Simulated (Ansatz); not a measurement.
# ZrSn3O8: the cell at several levels of theory

How does the equilibrium cell of ZrSn3O8 in the tetragonal host structure depend on the functional? It is relaxed with PBE, r2SCAN and PBEsol. This is a trial cell built on a prototype, not taken from a measured structure, and it needn't be the compound's ground state.

Code: Ansatz 0.2.0. PAW datasets, plane waves, zero pressure. Values at 0 K without nuclear motion; spin polarisation is off, and the phase may be a hypothetical one.

## (1) Starting point

This is the cell as the run starts from it, not yet at rest; its lengths are not the crystal's.

It is orthorhombic, Pmm2 (No. 25); conventional cell a = 3.296 Å, b = 6.592 Å, c = 4.791 Å, 8.67 Å³ an atom. Around Sn lie 4 O at 1.90 Å; around Zr lie 4 O at 1.90 Å; around O lie 2 Sn at 1.90 Å; around O lie 1 Zr at 1.90 Å and 1 Sn at 1.90 Å.

As a file:

```cif
data_structure
_symmetry_space_group_name_H-M 'Pmm2'
_symmetry_Int_Tables_number 25
_cell_length_a 3.2960
_cell_length_b 6.5920
_cell_length_c 4.7910
_cell_angle_alpha 90.000
_cell_angle_beta 90.000
_cell_angle_gamma 90.000
_cell_volume 104.10
loop_
_atom_site_label
_atom_site_type_symbol
_atom_site_symmetry_multiplicity
_atom_site_Wyckoff_symbol
_atom_site_fract_x
_atom_site_fract_y
_atom_site_fract_z
_atom_site_occupancy
Sn1 Sn 2 h 0.50000 0.25000 0.50000 1
Zr1 Zr 1 a 0.00000 0.00000 0.00000 1
O1 O 1 c 0.50000 0.00000 0.30279 1
O2 O 2 g 0.00000 0.25000 0.19721 1
O3 O 2 g 0.00000 0.25000 0.69721 1
O4 O 1 c 0.50000 0.00000 0.80279 1
Sn2 Sn 1 b 0.00000 0.50000 0.00000 1
O5 O 1 d 0.50000 0.50000 0.30279 1
O6 O 1 d 0.50000 0.50000 0.80279 1
```

## (2) Relaxing with PBE

input.yaml

```yaml
crystal:
  lattice:
    - [3.29601972, 0.0, 0.0]
    - [0.0, 6.59203945, 0.0]
    - [0.0, 0.0, 4.79102416]
  atoms:
    - { symbol: Sn, position: [0.5, 0.25, 0.5] }
    - { symbol: Zr, position: [0.0, 0.0, 0.0] }
    - { symbol: O, position: [0.5, 0.0, 0.30279212] }
    - { symbol: O, position: [0.0, 0.25, 0.19720788] }
    - { symbol: O, position: [0.0, 0.25, 0.69720788] }
    - { symbol: O, position: [0.5, 0.0, 0.80279212] }
    - { symbol: Sn, position: [0.5, 0.75, 0.5] }
    - { symbol: Sn, position: [0.0, 0.5, 0.0] }
    - { symbol: O, position: [0.5, 0.5, 0.30279212] }
    - { symbol: O, position: [0.0, 0.75, 0.19720788] }
    - { symbol: O, position: [0.0, 0.75, 0.69720788] }
    - { symbol: O, position: [0.5, 0.5, 0.80279212] }
kpoints:
  mp_grid: { grid: [8, 4, 6] }
hamiltonian:
  xc: pbe
scf:
  occupations: { method: fermi_dirac, width: 0.02 }
relax:
  f_tol: 0.005
  cell: {}
```

The runs that follow: Relaxation with r2SCAN; PBEsol: cell and atoms.

**Question.** What will these runs give? Wanted: for each run, a; b; c; volume; space group; SCF geometries.

**Answer**, as computed:

| level | a (Å) | b (Å) | c (Å) | volume (Å³/atom) | space group | SCF geometries |
| --- | --- | --- | --- | --- | --- | --- |
| PBE | 3.538 | 7.346 | 5.488 | 11.886 | Pmm2 | 19 |
| r2SCAN | 3.516 | 7.236 | 5.395 | 11.438 | Pmm2 | 12 |
| PBEsol | 3.517 | 7.242 | 5.367 | 11.393 | Pmm2 | 12 |

From the start to the first minimum the volume moved by +37.0 %. The volume runs from PBEsol (least) to PBE (most), a spread of 4.3 %, or 1.4 % in length if all axes shared it alike. The meshes differ: PBE 8×4×6, r2SCAN 6×4×4, PBEsol 6×4×4.
